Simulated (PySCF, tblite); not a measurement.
**C4H7F2Si radical: geometry, infrared bands and EPR parameters**

Aim: predict the infrared bands and EPR parameters of C4H7F2Si radical (`C=C([SiH3])[CH]C(F)F`).

The runs use tblite 0.8.0 and PySCF 2.14.0, with density-fitted response routines of our own; the level of theory stands in each step. All values are computed, except where a source is named. Atoms count from 0, in the outputs and in this text.

## 1. Starting geometry

14 atoms, charge 0, multiplicity 2; geometry from: force field or distance geometry start.

Bonds of the start (Å): C0–C1 1.35, C1–Si2 1.86, C1–C3 1.46, C3–C4 1.48, C4–F5 1.35, C4–F6 1.36, C0–H7 1.09, C0–H8 1.09, Si2–H9 1.49, Si2–H10 1.48, Si2–H11 1.50, C3–H12 1.09, C4–H13 1.10.

## 2. Geometry optimisation with GFN2-xTB

The job: settings as JSON, then the geometry in Å.

```
{"job": {"kind": "relax", "xc": "GFN2-xTB", "basis": "xTB"}, "charge": 0, "multiplicity": 2}
C     -1.112800    -1.766700     0.051300
C     -0.482200    -0.578300    -0.009700
Si    -1.374000     0.984900    -0.468300
C      0.939600    -0.524400     0.320200
C      1.836800     0.653500     0.230000
F      1.415600     1.663000     1.027600
F      3.090300     0.333200     0.639700
H     -2.174200    -1.855700    -0.173400
H     -0.610400    -2.688200     0.331400
H     -1.835200     1.705000     0.751000
H     -0.470100     1.847800    -1.265800
H     -2.568700     0.649000    -1.304800
H      1.424500    -1.447200     0.654700
H      1.920200     1.023700    -0.806200
```

On the command line:

```console
> OMP_NUM_THREADS=1 python probes_run.py task.json out
```

One launch serves the whole session: the jobs run in the order shown.

The program printed:

```text
step      E/eV     max force
  0    -632.16702    3.078
  1    -632.30950    0.575
  2    -632.32301    0.265
  3    -632.32972    0.206
  4    -632.33404    0.187
  5    -632.33733    0.129
  6    -632.33951    0.121
  7    -632.34151    0.106
  8    -632.34290    0.096
  9    -632.34387    0.097
 10    -632.34474    0.107
 11    -632.34590    0.100
 12    -632.34733    0.116
 13    -632.34865    0.116
 14    -632.34950    0.082
 15    -632.35001    0.068
 16    -632.35044    0.065
 17    -632.35086    0.063
 18    -632.35122    0.059
 19    -632.35154    0.051
 20    -632.35187    0.060
 21    -632.35226    0.063
 22    -632.35263    0.045
 23    -632.35290    0.043
 24    -632.35310    0.039
 25    -632.35331    0.041
 26    -632.35356    0.047
 27    -632.35382    0.038
 28    -632.35404    0.037
 29    -632.35424    0.039
 30    -632.35447    0.040
 31    -632.35472    0.037
 32    -632.35493    0.039
 33    -632.35506    0.036
 34    -632.35517    0.032
 35    -632.35530    0.032
 36    -632.35546    0.031
 37    -632.35565    0.030
 38    -632.35580    0.030
 39    -632.35593    0.033
 40    -632.35606    0.037
 41    -632.35620    0.030
 42    -632.35633    0.027
 43    -632.35645    0.028
 44    -632.35656    0.040
 45    -632.35668    0.041
 46    -632.35681    0.028
 47    -632.35691    0.021
 48    -632.35696    0.016
 49    -632.35700    0.019
 50    -632.35705    0.021
 51    -632.35711    0.022
 52    -632.35719    0.022
 53    -632.35727    0.028
 54    -632.35736    0.027
 55    -632.35748    0.032
 56    -632.35764    0.036
 57    -632.35781    0.034
 58    -632.35794    0.030
 59    -632.35803    0.023
 60    -632.35812    0.030
 61    -632.35822    0.029
 62    -632.35831    0.023
 63    -632.35835    0.014
 64    -632.35837    0.015
 65    -632.35839    0.013
 66    -632.35842    0.013
 67    -632.35845    0.015
 68    -632.35848    0.015
 69    -632.35852    0.020
 70    -632.35858    0.023
 71    -632.35865    0.019
 72    -632.35870    0.014
 73    -632.35872    0.013
 74    -632.35874    0.011
 75    -632.35876    0.012
 76    -632.35879    0.013
 77    -632.35882    0.011
 78    -632.35884    0.008
```

Run time: 0.46 s. Hardware: 1 thread of Arm Neoverse V1, shared host.

Step by step: (not every step is listed)

```tsv
step	energy from step 0 (eV)	largest force (eV/Å)
0	0.0000	3.0782
1	-0.1425	0.5747
2	-0.1560	0.2651
3	-0.1627	0.2056
4	-0.1670	0.1870
5	-0.1703	0.1291
6	-0.1725	0.1215
7	-0.1745	0.1057
8	-0.1759	0.0963
14	-0.1825	0.0816
20	-0.1848	0.0604
26	-0.1865	0.0471
32	-0.1879	0.0394
38	-0.1888	0.0305
44	-0.1895	0.0396
50	-0.1900	0.0211
56	-0.1906	0.0356
62	-0.1913	0.0228
68	-0.1915	0.0152
73	-0.1917	0.0126
74	-0.1917	0.0111
75	-0.1917	0.0119
76	-0.1918	0.0130
77	-0.1918	0.0108
78	-0.1918	0.0083
```

Distances of close pairs at the start and the end, largest changes first:

```tsv
bond	before (Å)	after (Å)	change (Å)
C1–C3	1.461	1.383	-0.078
C1–Si2	1.857	1.903	+0.046
Si2–H11	1.497	1.464	-0.032
Si2–H9	1.489	1.459	-0.031
C0–C1	1.347	1.375	+0.028
Si2–H10	1.482	1.465	-0.017
C4–F5	1.354	1.368	+0.015
C3–H12	1.095	1.081	-0.014
```

The final coordinates are the input of the step that follows.

## 3. Infrared spectrum with GFN2-xTB

The job: settings as JSON, then the geometry in Å.

```
{"job": {"kind": "ir", "xc": "GFN2-xTB", "basis": "xTB"}, "charge": 0, "multiplicity": 2}
C     -1.113517    -1.771076     0.043391
C     -0.413705    -0.589467    -0.020641
Si    -1.330735     1.015177    -0.475262
C      0.938132    -0.582709     0.270893
C      1.777108     0.640678     0.255557
F      1.242521     1.647950     1.011996
F      3.005401     0.399243     0.774976
H     -2.162887    -1.811780    -0.183582
H     -0.636476    -2.695741     0.325721
H     -1.590042     1.786225     0.735478
H     -0.517982     1.774509    -1.428763
H     -2.584034     0.613329    -1.116674
H      1.458317    -1.490568     0.540686
H      1.927221     1.063759    -0.755942
```

The program printed:

```text
mode    cm-1     km/mol
  1      27.2      2.85
  2     111.1      1.46
  3     128.3      1.30
  4     136.3      3.15
  5     258.5      0.85
  6     320.8      2.75
  7     340.0      1.91
  8     405.9     13.76
  9     436.2      1.17
 10     511.3      3.99
 11     533.6      3.81
 12     576.6     95.95
 13     584.8     50.75
 14     641.1      6.76
 15     704.3     13.81
 16     765.4    189.81
 17     780.9    192.02
 18     794.1     78.96
 19     802.3    284.15
 20     936.4     85.28
 21     978.4     77.18
 22    1045.4    139.81
 23    1124.7     49.36
 24    1222.2      5.93
 25    1245.3     19.82
 26    1274.7     43.47
 27    1344.2     12.71
 28    1426.6      1.12
 29    1465.3      2.11
 30    2249.4    291.96
 31    2261.5    257.20
 32    2310.7    255.95
 33    2808.0     31.99
 34    3072.2     13.36
 35    3088.8     31.31
 36    3144.1     19.05
```

It took 0.42 s on 1 thread of Arm Neoverse V1, shared host.

The strongest bands and the atoms that carry them (share of the mass-weighted mode):

```tsv
cm⁻¹	km/mol	atoms
577	96.0	H9 35 %, H10 27 %, C1 20 %
765	189.8	H10 48 %, H9 46 %
781	192.0	H11 51 %, H9 39 %
802	284.1	H10 36 %, H11 34 %
1045	139.8	C4 47 %, F6 27 %
2249	292.0	H10 96 %
2262	257.2	H11 96 %
2311	255.9	H9 97 %
```

## 4. EPR parameters: B3LYP/pcH-1

Settings changed since step 3:

```diff
@@ -1,2 +1,2 @@
-{"job": {"kind": "ir", "xc": "GFN2-xTB", "basis": "xTB"}, "charge": 0, "multiplicity": 2}
+{"job": {"kind": "epr", "basis": "pcH-1"}, "charge": 0, "multiplicity": 2}
 C     -1.113517    -1.771076     0.043391
```

With the program's defaults for keys left out, this is: UKS B3LYP, pcH-1 on C F H Si, non-relativistic, mean-field spin-orbit, GIAO.

The program printed:

```text
UKS, coarse grid
  cycle   1  E = -645.68308551  |g| = 5.35e-01
  cycle   2  E = -645.56944227  |g| = 8.20e-01
  cycle   3  E = -645.77733724  |g| = 7.02e-02
  cycle   4  E = -645.77869753  |g| = 4.78e-02
  cycle   5  E = -645.77992264  |g| = 1.29e-02
  cycle   6  E = -645.78002810  |g| = 5.25e-03
  cycle   7  E = -645.78005807  |g| = 2.03e-03
  cycle   8  E = -645.78006197  |g| = 1.06e-03
  cycle   9  E = -645.78006309  |g| = 2.67e-04
UKS, final grid
  cycle   1  E = -645.78012685  |g| = 3.58e-04
  cycle   2  E = -645.78012680  |g| = 5.55e-04
  cycle   3  E = -645.78012689  |g| = 3.23e-05
  cycle   4  E = -645.78012689  |g| = 1.24e-05
E = -645.78012689 Eh   <S^2> = 0.7780 (exact 0.7500)
g shifts (ppm)      1          2          3
  rmc          -148       -148       -148
  gc             10         41         43
  oz_so         -70        188        523
  total        -208         81        418
hyperfine (MHz)  atom isotope    a_iso     a_fc   dipolar eigenvalues
    0   13C      53.89      53.95    -50.16    -48.29     98.45
    1   13C     -46.42     -46.45    -28.05     11.38     16.67
    2  29Si      -7.73      -7.75     -1.43      0.63      0.80
    3   13C      58.68      58.75    -54.29    -52.74    107.03
    4   13C     -17.99     -17.99     -1.31     -0.99      2.31
    5   19F     145.45     145.15    -40.23    -38.41     78.63
    6   19F      17.67      17.63    -11.04     -5.90     16.95
    7    1H     -40.94     -40.95    -24.53     -0.52     25.05
    8    1H     -38.78     -38.79    -20.31     -2.16     22.47
    9    1H     -10.59     -10.59     -1.55     -0.55      2.10
   10    1H      -5.30      -5.30     -1.46     -0.85      2.31
   11    1H      -1.40      -1.40     -1.41     -1.28      2.69
   12    1H     -42.31     -42.32    -22.09     -2.24     24.33
   13    1H      50.98      50.98     -4.40     -1.40      5.80
```

It took 78 s on 1 thread of Arm Neoverse V1, shared host; peak memory 0.98 GiB.

Principal g values 2.00211, 2.00240, 2.00274; g(iso) = 2.00242, against 2.00232 for a free electron.

Mean a(iso) over the nuclei that a row names, and the largest dipolar term of the row (other rows stand at the frozen geometry):

```tsv
nuclei	isotope	a(iso) (MHz)	a(iso) (G, at g = 2.0023)	largest dipolar term (MHz)
F5, F6	19F	81.6	29.1	78.6
C3	13C	58.7	20.9	107.0
C0	13C	53.9	19.2	98.4
H13	1H	51.0	18.2	5.8
C1	13C	-46.4	-16.6	-28.1
H12	1H	-42.3	-15.1	24.3
H7	1H	-40.9	-14.6	25.0
H8	1H	-38.8	-13.8	22.5
C4	13C	-18.0	-6.4	2.3
Si2	29Si	-7.7	-2.8	-1.4
H9, H10, H11	1H	-5.8	-2.1	2.7
```

Mulliken spin populations:

C0 0.66; C1 -0.26; Si2 0.01; C3 0.67; C4 -0.03; F5 0.01; F6 0.00; H7 -0.03; H8 -0.03; H9 -0.01; H10 0.00; H11 0.00; H12 -0.03; H13 0.02

In first order the couplings over 0.8 MHz of 19F, 1H give 192 distinct lines over 126.1 G, if the averaged nuclei exchange fast; the same motion can average rows kept apart here too.

The fields below are evaluated on a grid from the run's orbitals.

ELF in a plane through or near 9 of the atoms.

Ten even steps from '0' (0.00) to '9' (1.00):
```
0000000000000000000000000000
0000000000000000000000000000
0000000000000000000000000000
0000000000110002898300000000
0000000002896005999600000000
0000000004999304999500000000
0000013202999501897555200000
0000368830675534761999950000
0001684564825871776999950000
0002688762885857352587300000
0000343230330379951000000000
0000000134300365224764100000
0000000012100215428999840000
0000000011001541318999840000
0000000000003564127999620000
0000000000001222111243000000
0000000000000000000000000000
0000000000000000000000000000
0000000000000000000000000000
0000000000000000000000000000
```
The map spans 11.3 Å across and 10.0 Å up, centred on the molecule. Atoms in the plane (x, y in Å): C0 (1.6, 1.3), C1 (0.6, 0.4), Si2 (1.0, -1.4), C3 (-0.7, 0.9), C4 (-1.9, 0.0), F6 (-3.1, 0.7), H7 (2.6, 1.0), H8 (1.4, 2.4), H12 (-0.9, 1.9).

log10 of the density (e/Å³) in the same plane.

Values, 10 rows by 14 columns:
```
-4.0 -4.0 -4.0 -4.0 -4.0 -4.0 -4.0 -4.0 -4.0 -4.0 -4.0 -4.0 -4.0 -4.0
-4.0 -4.0 -4.0 -4.0 -4.0 -3.6 -3.4 -3.2 -2.7 -2.7 -3.4 -4.0 -4.0 -4.0
-4.0 -4.0 -4.0 -3.7 -2.8 -1.7 -1.6 -1.9 -0.9 -0.9 -2.0 -3.2 -4.0 -4.0
-4.0 -3.8 -1.9 -1.2 -1.4 -0.4  0.0 -1.0 -0.1  0.1 -0.9 -2.0 -3.2 -4.0
-4.0 -2.4 -0.4  1.4  0.1  0.1  1.1  0.3  0.3  0.0 -0.1 -1.5 -2.9 -4.0
-4.0 -3.1 -1.3 -0.6  0.1  0.0 -0.8 -0.2  0.0 -1.0 -1.6 -2.3 -3.3 -4.0
-4.0 -4.0 -3.1 -1.9 -0.8 -0.8 -1.2 -0.5  1.9 -0.2 -0.6 -1.9 -3.0 -4.0
-4.0 -4.0 -4.0 -3.3 -2.2 -2.1 -1.4 -0.7 -0.6 -0.7 -1.2 -2.2 -3.1 -3.9
-4.0 -4.0 -4.0 -4.0 -4.0 -3.1 -2.4 -2.0 -1.9 -2.2 -2.6 -3.2 -4.0 -4.0
-4.0 -4.0 -4.0 -4.0 -4.0 -4.0 -3.7 -3.4 -3.4 -3.7 -4.0 -4.0 -4.0 -4.0
```
The map spans 11.3 Å across and 10.0 Å up, centred on the molecule. Atoms in the plane (x, y in Å): C0 (1.6, 1.3), C1 (0.6, 0.4), Si2 (1.0, -1.4), C3 (-0.7, 0.9), C4 (-1.9, 0.0), F6 (-3.1, 0.7), H7 (2.6, 1.0), H8 (1.4, 2.4), H12 (-0.9, 1.9).

On the surface of density 0.002 e/bohr³ the electrostatic potential runs, from the 1st to the 99th percentile, from -0.91 V near F5 to 1.13 V near H13.

The spin density lies nearest to C0, C3 about 34 % each; C1 10 % (beta excess).

## 5. Summary of results

| quantity | value |
| --- | --- |
| strongest single infrared mode (GFN2-xTB) | 2249 cm⁻¹, 292 km/mol |
| zero-point energy (GFN2-xTB) | 57.0 kcal/mol |
| g(iso) (B3LYP) | 2.00242 |
| ⟨S²⟩ | 0.778 (exact 0.75) |
| largest a(iso) (averaged by class) | 19F on F5, F6, 81.6 MHz |
| potential on the surface of density 0.002 e/bohr³, 1st and 99th percentile | -0.91 V and 1.13 V |

What this shows: Relaxing lowered the energy by 0.192 eV in 78 steps; the close pair that moved most is C1–C3, from 1.461 to 1.383 Å. No mode is imaginary among the 36: a minimum at this level. The strongest single mode, at 2249 cm⁻¹, moves mainly H10. GFN2-xTB is a fitted tight-binding method: band positions and strengths are rough. Its intensities can rank the bands wrongly. The largest spin populations lie on C3 (0.67 e), C0 (0.66 e). The isotropic g lies 0.1 ppt above the free-electron value. These values are for one conformer; the search (at its own cheap level) found 2 more, at 1.23, 1.23 kcal/mol, and measured spectra average over such forms.
